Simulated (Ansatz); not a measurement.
**GeNH4 (quartet): wave-function methods side by side at distance Ge1–H5 along a hydrogen transfer = 1.647 Å, cc-pVDZ**

One table from this session's results is given with a row withheld; the runs are named, their logs left out.

The runs use Ansatz 0.2.0, Gaussian basis; cc-pVDZ, core rule «outside noble gas», up to 15 orbitals frozen.

The runs, in order: UHF; CCSD(T) on ROHF; CCSD(T) on UHF; BCCD(T) on ROHF; CISD; CCSDT(Q) on ROHF; CCSDT(Q) on UHF; CASSCF and MRCISD+Q, 5 electrons in 5 orbitals; CASSCF and NEVPT2, 5 electrons in 5 orbitals.

10 further runs of the same task are left out: 2 for a mislabelled method, 8 that didn't finish.

## What is computed

The geometry derives from fragments relaxed apart (PBE0/def2-TZVP) and kept rigid, so it is no stationary point. A hydrogen atom is moved between rigid fragments. No spin-orbit coupling is included. The filled d shell of Ge may be among the frozen orbitals whatever the setting's name suggests; the logs give the count.

6 atoms, charge 0, spin multiplicity 4.

Atoms are counted from 1 here; the program's logs count them from 0.

Bond lengths: Ge1–H2 1.534 Å, Ge1–H3 1.534 Å, Ge1–H4 1.534 Å, Ge1–H5 1.647 Å. Angles: H2–Ge1–H3 109.5°, H2–Ge1–H4 109.5°, H2–Ge1–H5 109.5°, H3–Ge1–H4 109.5°, H3–Ge1–H5 109.5°, H4–Ge1–H5 109.5°.

As a file:

```xyz
6
GeH4N
Ge   -0.45986    0.00000    0.00000
H    -0.97131    1.44660    0.00000
H    -0.97131   -0.72330    1.25279
H    -0.97131   -0.72330   -1.25279
H     1.18714    0.00000    0.00000
N     2.50914    0.00000    0.00000
```

The first run:

in.yaml reads:

```yaml
crystal:
  periodic: [false, false, false]
  atoms:
    - {symbol: Ge, position_ang: [-0.459860, 0.000000, 0.000000]}
    - {symbol: H, position_ang: [-0.971310, 1.446599, 0.000000]}
    - {symbol: H, position_ang: [-0.971310, -0.723300, 1.252792]}
    - {symbol: H, position_ang: [-0.971310, -0.723299, -1.252792]}
    - {symbol: H, position_ang: [1.187140, 0.000000, 0.000000]}
    - {symbol: N, position_ang: [2.509140, 0.000000, 0.000000]}
basis:
  gaussian: {orbitals: cc-pVDZ}
magnetization: {spin_polarized: true, initial_magnetization: 3}
hamiltonian: {xc: hf}
output: {orbitals: {seedname: orbitals}}
```

The run is started by

```
ansatz run in.yaml --threads 1 --pin off --events-out ev --progress --plain --max-ram 2393MiB
```

Among the steps run: UHF; CCSD(T) on ROHF; CCSD(T) on UHF; BCCD(T) on ROHF; CISD; CCSDT(Q) on ROHF; CCSDT(Q) on UHF; CASSCF and MRCISD+Q, 5 electrons in 5 orbitals; CASSCF and NEVPT2, 5 electrons in 5 orbitals.

One of the session's tables, all rows but one given; the rest of the session is left out.

| method | from UCCSDT(Q) (kcal/mol) |
| --- | --- |
| ROHF | +165.00 |
| UHF | +158.26 |
| RMP2 | +33.71 |
| UMP2 | +33.20 |
| CISD | +16.67 |
| RCCSD | +3.91 |
| UCCSD | +3.74 |
| RCCSD(T) | ? |
| UCCSD(T) | +0.79 |
| BCCD(T) | +0.83 |
| RCCSDT | +0.20 |
| UCCSDT | +0.13 |
| RCCSDT(Q) | +0.07 |
| UCCSDT(Q) | 0 |
| CASSCF pair | +150.27 |
| NEVPT2 pair | +31.56 |
| MRCISD pair | +14.18 |
| MRCISD+Q pair | +1.03 |

Q: Estimate the row for RCCSD(T) from the others.

As computed: from UCCSDT(Q) (kcal/mol): +0.84. In the column «from UCCSDT(Q) (kcal/mol)» it lies between BCCD(T) (+0.83) and MRCISD+Q pair (+1.03).

Limits of these values: Restricted and unrestricted rows rest on different reference determinants; where their highest levels disagree by more than a few hundredths of an eV, they describe different states and don't form one ladder.
